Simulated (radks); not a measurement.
**Ga³⁺ in [Ne] 3s1.75 3p6 3d10 4p0.25: an all-electron calculation**

One table from this session's results is given with a row withheld; the runs are named, their logs left out.

Method: Dirac Kohn-Sham, BLYP, spin-unpolarised, spherical densities, finite nucleus; open shells are shared between the two j in proportion to 2j + 1. Code: radks (a radial shooting solver on a logarithmic mesh, Libxc functionals) version 1.

### Starting point

- element: gallium (Z = 31)
- charge: +3
- electrons: 28
- configuration: [Ne] 3s1.75 3p6 3d10 4p0.25
- nuclear rms radius: 3.9973 fm

The first run:

Input:

```text
Z 31
configuration [Ne] 3s1.75 3p6 3d10 4p0.25 4s0 4d0 5p0 4f0
relativity Dirac
functional b88,lyp
spin unpolarised
j_filling average
nucleus finite rms 3.9973 fm
c 137.035999084
```

On the command line:

```sh
$ python run_ks.py task.json out
```

All runs below come from this command, one after another.

One of the session's tables, all rows but one given; the rest of the session is left out.

It belongs to the step «Shells». From the orbitals of this run (lengths in bohr):

| level | <r> | outermost maximum (interpolated) | 90 % within | nodes |
| --- | --- | --- | --- | --- |
| 1s1/2 | 0.04860 | 0.0318 | 0.0868 | 0 |
| 2s1/2 | 0.2176 | 0.182 | 0.337 | 1 |
| 2p1/2 | 0.1882 | 0.144 | 0.308 | 0 |
| 2p3/2 | 0.1918 | 0.147 | 0.313 | 0 |
| 3s1/2 | 0.6506 | 0.564 | 0.974 | 2 |
| 3p1/2 | 0.6694 | 0.561 | 1.03 | 1 |
| 3p3/2 | 0.6799 | 0.569 | 1.05 | 1 |
| 3d3/2 | ? | ? | ? | ? |
| 3d5/2 | 0.7795 | 0.531 | 1.33 | 0 |
| 4s1/2 | 1.943 | 1.70 | 2.85 | 3 |
| 4p1/2 | 2.246 | 1.95 | 3.32 | 2 |
| 4p3/2 | 2.270 | 1.98 | 3.35 | 2 |
| 4d3/2 | 3.235 | 2.85 | 4.80 | 1 |
| 4d5/2 | 3.242 | 2.86 | 4.81 | 1 |

**Question.** Estimate the row for 3d3/2.

As computed: <r>: 0.7745; outermost maximum (interpolated): 0.529; 90 % within: 1.32; nodes: 0. In the column «<r>» it lies between 3p3/2 (0.6799) and 3d5/2 (0.7795).
